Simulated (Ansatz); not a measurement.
**CHClGa+ (triplet): the correlation ladder, cc-pVDZ**

Aim: climb from Hartree-Fock through coupled cluster and multireference methods for CHClGa+ (triplet) at one geometry and basis, and see what each rung misses.

The runs use Ansatz 0.2.0, Gaussian basis; cc-pVDZ, core rule «outside noble gas», up to 20 orbitals frozen.

The runs, in order: UHF; CCSD(T) on ROHF; CCSD(T) on UHF; BCCD(T) on ROHF; CISD; CCSDT(Q) on ROHF; CCSDT(Q) on UHF; CASSCF and NEVPT2, 10 electrons in 10 orbitals.

23 further runs of the same task are left out: 2 for a known fault of the program, 7 that didn't finish, 14 set aside as unsound or not needed.

## (1) The system

The geometry is a PBE0/def2-TZVP stationary point (not a proven minimum) of the parent state, kept for this charge and spin. No spin-orbit coupling is included. The filled d shell of Ga may be among the frozen orbitals whatever the setting's name suggests; the logs give the count.

4 atoms, charge 1, spin multiplicity 3.

Atoms are counted from 1 here; the program's logs count them from 0.

Bond lengths: Cl1–C2 1.726 Å, C2–Ga3 2.034 Å, C2–H4 1.091 Å. Angles: Cl1–C2–Ga3 113.0°, Cl1–C2–H4 110.2°, Ga3–C2–H4 136.8°.

Geometry (Å):

```xyz
4

Cl    0.0000   -0.2243    1.9932
C     0.0000    0.8739    0.6620
Ga    0.0000   -0.0640   -1.1423
H     0.0000    1.9032    1.0230
```

## (2) UHF

in.yaml

```yaml
crystal:
  periodic: [false, false, false]
  atoms:
    - {symbol: Cl, position_ang: [0.000000, -0.224282, 1.993212]}
    - {symbol: C, position_ang: [0.000000, 0.873891, 0.661996]}
    - {symbol: Ga, position_ang: [0.000000, -0.064009, -1.142342]}
    - {symbol: H, position_ang: [0.000000, 1.903187, 1.023017]}
basis:
  gaussian: {orbitals: cc-pVDZ}
total_charge: 1
magnetization: {spin_polarized: true, initial_magnetization: 2}
hamiltonian: {xc: hf}
output: {orbitals: {seedname: orbitals}}
```

Launch:

```console
$ ansatz run in.yaml --threads 1 --pin off --events-out ev --progress --plain --max-ram 2393MiB
```

After this run come: CCSD(T) on ROHF; CCSD(T) on UHF; BCCD(T) on ROHF; CISD; CCSDT(Q) on ROHF; CCSDT(Q) on UHF; CASSCF and NEVPT2, 10 electrons in 10 orbitals.

Before running them: what should the planned runs give, taken together? Wanted: UCCSDT(Q) below the RHF energy; RMP2 from UCCSDT(Q); UMP2 from UCCSDT(Q); RCCSD from UCCSDT(Q); RCCSD(T) from UCCSDT(Q); UCCSD(T) from UCCSDT(Q); RCCSDT(Q) from UCCSDT(Q); NEVPT2 frontier from UCCSDT(Q); T1 diagnostic.

The runs gave:

| quantity | value |
| --- | --- |
| UCCSDT(Q) below the RHF energy | -8.9430 eV |
| RMP2 from UCCSDT(Q) | +28.01 kcal/mol |
| UMP2 from UCCSDT(Q) | +29.95 kcal/mol |
| RCCSD from UCCSDT(Q) | +8.27 kcal/mol |
| RCCSD(T) from UCCSDT(Q) | +1.53 kcal/mol |
| UCCSD(T) from UCCSDT(Q) | +1.49 kcal/mol |
| RCCSDT(Q) from UCCSDT(Q) | +0.28 kcal/mol |
| NEVPT2 frontier from UCCSDT(Q) | +27.36 kcal/mol |
| levels within 1 kcal/mol (43 meV) | RCCSDT, UCCSDT, RCCSDT(Q) |
| T1 diagnostic | 0.038 |

RCCSD(T) misses by +1.53 kcal/mol, 0.7 % of the correlation energy. These misses are within one basis, not against nature; the frozen cores of restricted and unrestricted runs differ, which can shift their rows.
